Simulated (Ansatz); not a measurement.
# SiBH₄O₂F: a ladder of functionals and wavefunction methods

Aim: compute SiBH₄O₂F with functionals from several rungs and with coupled cluster, and see how far each lands from CCSD(T) at the basis-set limit for the atomisation energy.

The runs use Ansatz 0.2.0, Gaussian basis; functionals in def2-TZVPP, the program's frozen cores in correlated methods.

Plan: PBE-D4, r2SCAN-D4, PBE0-D4, B3LYP-D4, ωB97X-V, ωB97M-V, B2PLYP; CCSD(T)/def2-TZVPP; CCSD(T)/def2-QZVPP; extrapolation to the limit.

### 1 The relaxed structure

The geometry comes from an earlier relaxation with PBE0-D4/def2-TZVP; it is a stationary point, not always the lowest conformer.

SMILES `OB(F)O[SiH3]`, 9 atoms, charge 0, spin multiplicity 1.

Atoms are counted from 1 here; the program's logs count them from 0.

Bond lengths: O1–B2 1.359 Å, O1–H6 0.960 Å, B2–F3 1.334 Å, B2–O4 1.348 Å, O4–Si5 1.655 Å, Si5–H7 1.481 Å, Si5–H8 1.484 Å, Si5–H9 1.484 Å. Angles: B2–O1–H6 113.4°, O1–B2–F3 120.0°, O1–B2–O4 121.1°, F3–B2–O4 118.9°, B2–O4–Si5 131.7°, O4–Si5–H7 106.4°, O4–Si5–H8 110.1°, O4–Si5–H9 110.2°, H7–Si5–H8 110.1°, H7–Si5–H9 110.1°, H8–Si5–H9 109.9°.

### 2 PBE-D4 (GGA)

Contents of in.yaml:

```yaml
crystal:
  periodic: [false, false, false]
  atoms:
    - {symbol: O, position_ang: [-1.250822, 0.651657, -1.054084]}
    - {symbol: B, position_ang: [-1.230482, 0.254971, 0.245783]}
    - {symbol: F, position_ang: [-2.339388, 0.329445, 0.984228]}
    - {symbol: O, position_ang: [-0.102433, -0.217762, 0.811380]}
    - {symbol: Si, position_ang: [1.422093, -0.442946, 0.207514]}
    - {symbol: H, position_ang: [-2.109638, 0.969078, -1.342150]}
    - {symbol: H, position_ang: [2.227732, -1.017689, 1.308781]}
    - {symbol: H, position_ang: [1.998166, 0.855343, -0.221127]}
    - {symbol: H, position_ang: [1.384772, -1.382098, -0.940316]}
basis:
  gaussian: {orbitals: def2-TZVPP}
hamiltonian: {xc: pbe, dispersion: d4}
output: {forces: true, orbitals: {seedname: orbitals}}
```

Command:

```
ansatz run in.yaml --threads 2 --pin off --events-out ev --progress --plain --max-ram 22528MiB --backend cpu
```

The runs that follow: r2SCAN-D4 (meta-GGA); PBE0-D4 (hybrid); B3LYP-D4 (hybrid); ωB97X-V (range-separated); ωB97M-V (range-separated); B2PLYP (double hybrid); CCSD(T) in def2-TZVPP; CCSD(T) in def2-QZVPP.

Before running them: what should the planned runs give, taken together? Wanted: atomisation energy, CCSD(T)/CBS; farthest; mean size of error, hybrid; mean size of error, range-separated; gap, smallest and largest; T1 diagnostic; triples share of the correlation energy.

**Answer**, as computed:

```
                               quantity                                 value
        atomisation energy, CCSD(T)/CBS                             38.106 eV
    functionals within 0.191 eV (0.5 %)           r2SCAN-D4, ωB97X-V, ωB97M-V
                               farthest                   PBE0-D4 (-0.478 eV)
             mean size of error, hybrid                              0.338 eV
    mean size of error, range-separated                              0.043 eV
              gap, smallest and largest  6.93 eV (PBE-D4), 13.65 eV (ωB97X-V)
                          T1 diagnostic                                0.0120
triples share of the correlation energy                                 3.2 %
```

What this shows: PBE-D4 is off by +0.272 eV, about 0.034 eV a bond. Double hybrids carry the basis error of their MP2 part in triple zeta, and no dispersion term here, so their miss is partly the set-up's. Misses under about 0.191 eV are within the doubt on the reference itself, which lacks core-valence correlation, relativity and higher excitations. Hartree-Fock recovers 75 % of the binding; the rest is correlation. The gap grows from 6.9 to 13.6 eV across the functionals, mostly with the share of exact exchange.
